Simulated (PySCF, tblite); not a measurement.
# C4H9BN2O: geometry, infrared bands and NMR shifts

Aim: predict the infrared bands and NMR shifts of C4H9BN2O (`C#[N+][B@@H-](C)NC(C)=O`).

The runs use tblite 0.8.0 and PySCF 2.14.0, with density-fitted response routines of our own; the level of theory stands in each step. All values are computed, except where a source is named. Atoms count from 0, in the outputs and in this text.

**1. The starting structure**

17 atoms, charge 0, multiplicity 1; geometry from: force field or distance geometry start.

Bonds of the start (Å): C0–N1 1.14, N1–B2 1.50, B2–C3 1.61, B2–N4 1.52, N4–C5 1.42, C5–C6 1.49, C5–O7 1.26, C0–H8 1.07, B2–H9 1.20, C3–H10 1.12, C3–H11 1.12, C3–H12 1.08, N4–H13 1.04, C6–H14 1.12, C6–H15 1.12, C6–H16 1.09.

**2. Geometry optimisation with GFN2-xTB**

Job settings and geometry (Å):

```
{"job": {"kind": "relax", "xc": "GFN2-xTB", "basis": "xTB"}, "charge": 0, "multiplicity": 1}
C     -1.645900     2.018100    -0.890600
N     -1.411000     1.128200    -0.213400
B     -1.077700    -0.023600     0.695900
C     -1.958200    -1.301300     0.264400
N      0.401800    -0.351200     0.712000
C      1.360700     0.362800    -0.061400
C      2.805000    -0.014900     0.001900
O      1.029300     1.333100    -0.798100
H     -1.865900     2.853100    -1.517100
H     -1.443400     0.244500     1.803500
H     -1.678700    -2.177400     0.908800
H     -3.047400    -1.083900     0.366600
H     -1.764200    -1.604200    -0.748700
H      0.721500    -1.146500     1.309600
H      3.349000     0.662500    -0.708600
H      3.246400     0.187400     1.013300
H      2.971800    -1.074600    -0.199700
```

The run is started by

```sh
> OMP_NUM_THREADS=1 python probes_run.py task.json out
```

The driver reads the jobs from task.json and runs them one after another.

**Question.** This job is followed by: GFN2-xTB harmonic vibrations, gas phase; GIAO PBE0/pcSseg-1 NMR shielding, non-relativistic, gas phase. What will the session give for the following? strongest single infrared mode (GFN2-xTB); zero-point energy (GFN2-xTB); 13C shifts against TMS (PBE0/pcSseg-1); 1H shifts against TMS (PBE0/pcSseg-1, means over atoms taken as alike); 15N shifts against NH3 (PBE0/pcSseg-1); 11B shifts against BF3·OEt2 (PBE0/pcSseg-1); 17O shifts against H2O (PBE0/pcSseg-1).

As calculated:

| quantity | value |
| --- | --- |
| strongest single infrared mode (GFN2-xTB) | 1711 cm⁻¹, 434 km/mol |
| zero-point energy (GFN2-xTB) | 82.2 kcal/mol |
| 13C shifts against TMS (PBE0/pcSseg-1) | 172.7, 123.5, 25.6, 14.1 ppm |
| 1H shifts against TMS (PBE0/pcSseg-1, means over atoms taken as alike) | 4.95, 3.30, 3.20, 1.79, 0.11 ppm |
| 15N shifts against NH3 (PBE0/pcSseg-1) | 235.3, 132.1 ppm |
| 11B shifts against BF3·OEt2 (PBE0/pcSseg-1) | -23.2 ppm |
| 17O shifts against H2O (PBE0/pcSseg-1) | 424.3 ppm |

In words: Over 66 steps the energy fell by 0.556 eV; of the close pairs, N4–C5 changed most, 1.424 to 1.334 Å. All 45 modes are real, so the xTB geometry is a minimum. The strongest single mode, at 1711 cm⁻¹, moves mainly C5. GFN2-xTB is a fitted tight-binding method: band positions and strengths are rough. Its intensities can rank the bands wrongly. The most deshielded carbon is C5 (amide carbonyl carbon), at 172.7 ppm: it is a carbonyl in resonance with an O or N lone pair, the region of acids, esters and amides. At PBE0/pcSseg-1: The widest tensor belongs to O7: span 632 ppm, with a paramagnetic part of -495 ppm.
